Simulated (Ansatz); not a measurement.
# C2H6BNS: the cost of one run

Program: Ansatz 0.2.0, Gaussian basis. Level of theory: functionals in def2-TZVPP, the program's frozen cores in correlated methods. These are calculated values, not measurements.

The runs, in order: PBE-D4, r2SCAN-D4, PBE0-D4, B3LYP-D4, ωB97X-V, ωB97M-V, B2PLYP; CCSD(T)/def2-TZVPP; MP2/def2-QZVPP; extrapolation to the limit.

## Step 1: The geometry

An earlier PBE0-D4 in a triple-zeta def2 set relaxation fixed the geometry.

11 atoms, charge 0, spin multiplicity 1.

Atoms are counted from 1 here; the program's logs count them from 0.

Bond lengths: B1–C2 1.598 Å, B1–H6 1.205 Å, B1–H7 1.198 Å, C2–N3 1.264 Å, C2–C4 1.520 Å, N3–H8 1.024 Å, C4–S5 1.833 Å, C4–H9 1.093 Å, C4–H10 1.091 Å, S5–H11 1.345 Å. Angles: C2–B1–H6 114.7°, C2–B1–H7 122.4°, H6–B1–H7 117.2°, B1–C2–N3 131.2°, B1–C2–C4 101.2°, N3–C2–C4 127.4°, C2–N3–H8 111.9°, C2–C4–S5 96.2°, C2–C4–H9 112.0°, C2–C4–H10 118.6°, S5–C4–H9 105.5°, S5–C4–H10 113.4°, H9–C4–H10 109.8°, C4–S5–H11 96.1°.

## Step 2: PBE-D4 (GGA)

in.yaml reads:

```yaml
crystal:
  periodic: [false, false, false]
  atoms:
    - {symbol: B, position_ang: [-1.397844, 0.001979, 0.100917]}
    - {symbol: C, position_ang: [0.057739, -0.227697, 0.719420]}
    - {symbol: N, position_ang: [0.457921, -0.262199, 1.917505]}
    - {symbol: C, position_ang: [0.905557, -0.301188, -0.540224]}
    - {symbol: S, position_ang: [-0.280150, 0.576438, -1.627858]}
    - {symbol: H, position_ang: [-1.935538, -0.997147, -0.305837]}
    - {symbol: H, position_ang: [-2.107276, 0.902447, 0.448498]}
    - {symbol: H, position_ang: [1.470860, -0.396174, 1.978754]}
    - {symbol: H, position_ang: [0.965450, -1.318751, -0.934041]}
    - {symbol: H, position_ang: [1.899140, 0.149693, -0.529126]}
    - {symbol: H, position_ang: [0.029442, 1.815597, -1.207509]}
basis:
  gaussian: {orbitals: def2-TZVPP}
hamiltonian: {xc: pbe, dispersion: d4}
output: {forces: true, orbitals: {seedname: orbitals}}
```

Launch:

```
ansatz run in.yaml --threads 4 --pin off --events-out ev --progress --plain --max-ram 10444MiB
```

**Question.** How long does this run take on 4 threads of Arm Neoverse V1, shared host, and how much memory does it need?

About 3 s, with a peak of 0.32 GiB.
